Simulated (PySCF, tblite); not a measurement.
# ClFH₄NO₄PSi, a small molecule taken as a stand-in for a surface group (Si site with back bonds F, N, OP(=O)(O)O): NMR shifts, core binding energies and electronic excitations

What NMR shifts, core binding energies and electronic excitations should one expect for `N[Si](F)(Cl)OP(=O)(O)O`?

Programs: tblite 0.8.0 and PySCF 2.14.0. All values are calculated, for the isolated system unless a continuum is named. Atoms count from 0, parts from 1.

## Step 1: The system as given

13 atoms, charge 0, multiplicity 1; geometry: distance geometry start.

## Step 2: Geometry optimisation with GFN2-xTB

Job settings and geometry (Å):

```
{"job": {"kind": "relax", "xc": "GFN2-xTB", "basis": "xTB"}, "charge": 0, "multiplicity": 1}
Si    -1.170642    -0.307399     0.066912
F     -0.863977    -0.974581     1.448346
N     -2.568243     0.636090     0.190242
O      0.037052     0.655391    -0.496626
P      1.394691     0.382555     0.260851
O      1.455512     0.606956     1.752136
O      2.435515     1.232783    -0.539151
O      1.900195    -1.071150    -0.153806
Cl    -1.535745    -1.708850    -1.369359
H     -3.278847     0.040300     0.598921
H     -2.880770     0.839318    -0.725843
H      2.416899     1.030231    -1.490196
H      2.617117    -1.364232     0.459734
```

Method: GFN2-xTB geometry optimisation, gas phase.

On the command line:

```console
> OMP_NUM_THREADS=1 python cluster_run.py task.json out
```

The driver reads the jobs from task.json and runs them one after another.

**Question.** The jobs that follow are: PBE0-D3(BJ)/def2-SVP geometry optimisation, gas phase; GIAO PBE0/pcSseg-1 NMR shielding, non-relativistic, gas phase; delta-SCF UKS SCAN, pcX-2 on the ionised atom, pcseg-1 elsewhere, spin-free X2C; TDDFT CAM-B3LYP/def2-SVPD, vertical, gas phase, core orbitals frozen in the response. Predict: point group; rotational constants (main isotopes); $^{1}$H shifts against TMS (PBE0/pcSseg-1); $^{29}$Si shifts against TMS (PBE0/pcSseg-1); $^{19}$F shifts against CFCl3 (PBE0/pcSseg-1); $^{15}$N shifts against NH3 (PBE0/pcSseg-1); $^{17}$O shifts against H2O (PBE0/pcSseg-1); $^{31}$P shifts against H3PO4 (PBE0/pcSseg-1); Si2p binding energies, SCAN/pcX-2; F1s binding energies, SCAN/pcX-2; N1s binding energies, SCAN/pcX-2; O1s binding energies, SCAN/pcX-2 (standing for 1 of 4 atoms); Cl2p binding energies, SCAN/pcX-2; lowest singlet (CAM-B3LYP/def2-SVPD); lowest triplet; vertical ionisation energy (ΔSCF).

**Answer**, as computed:

| quantity | value |
| --- | --- |
| point group | C1 |
| rotational constants (main isotopes) | 1.78, 0.62, 0.59 GHz |
| $^{1}$H shifts against TMS (PBE0/pcSseg-1) | 3.79, 3.39, 3.37, 1.40 ppm |
| $^{29}$Si shifts against TMS (PBE0/pcSseg-1) | -48.0 ppm |
| $^{19}$F shifts against CFCl3 (PBE0/pcSseg-1) | -102.9 ppm |
| $^{15}$N shifts against NH3 (PBE0/pcSseg-1) | 37.1 ppm |
| $^{17}$O shifts against H2O (PBE0/pcSseg-1) | 152.1, 149.1, 115.2, 103.6 ppm |
| $^{31}$P shifts against H3PO4 (PBE0/pcSseg-1) | -14.3 ppm |
| Si2p binding energies, SCAN/pcX-2 | Si0 109.84 eV |
| F1s binding energies, SCAN/pcX-2 | F1 692.71 eV |
| N1s binding energies, SCAN/pcX-2 | N2 405.36 eV |
| O1s binding energies, SCAN/pcX-2 (standing for 1 of 4 atoms) | O3 539.43 eV |
| Cl2p binding energies, SCAN/pcX-2 | Cl8 207.14 eV |
| lowest singlet (CAM-B3LYP/def2-SVPD) | 7.28 eV (170 nm), f = 0.027 |
| lowest triplet | 6.89 eV |
| vertical ionisation energy (ΔSCF) | 10.80 eV |

**Reading.** The start of the PBE0/def2-SVP relaxation was shaken at random by about 0.01 Å, so part of the energy gained, and of the first lengths quoted, undoes that. Relaxing lowered the energy by 0.257 eV in 16 steps; the close pair that moved most is Si0–Cl8, from 1.955 to 2.038 Å (PBE0/def2-SVP). No frequency check was run at this level, so the end point may be a saddle. At PBE0/pcSseg-1: The widest tensor belongs to Cl8: span 244 ppm, with a paramagnetic part of -243 ppm. The lowest singlet, at 7.28 eV, is HOMO→LUMO 0.51, HOMO→LUMO+1 0.37 and is weak. The lowest triplet lies 0.39 eV below the lowest singlet (triplets in Tamm-Dancoff, singlets in full TDDFT). The orbital energy would give 9.85 eV for ionisation, ΔSCF gives 10.80 eV. A capped cluster stands for the solid here, so long-range fields and strain are missing, and bands or shifts of the capping hydrogens have no counterpart in it.
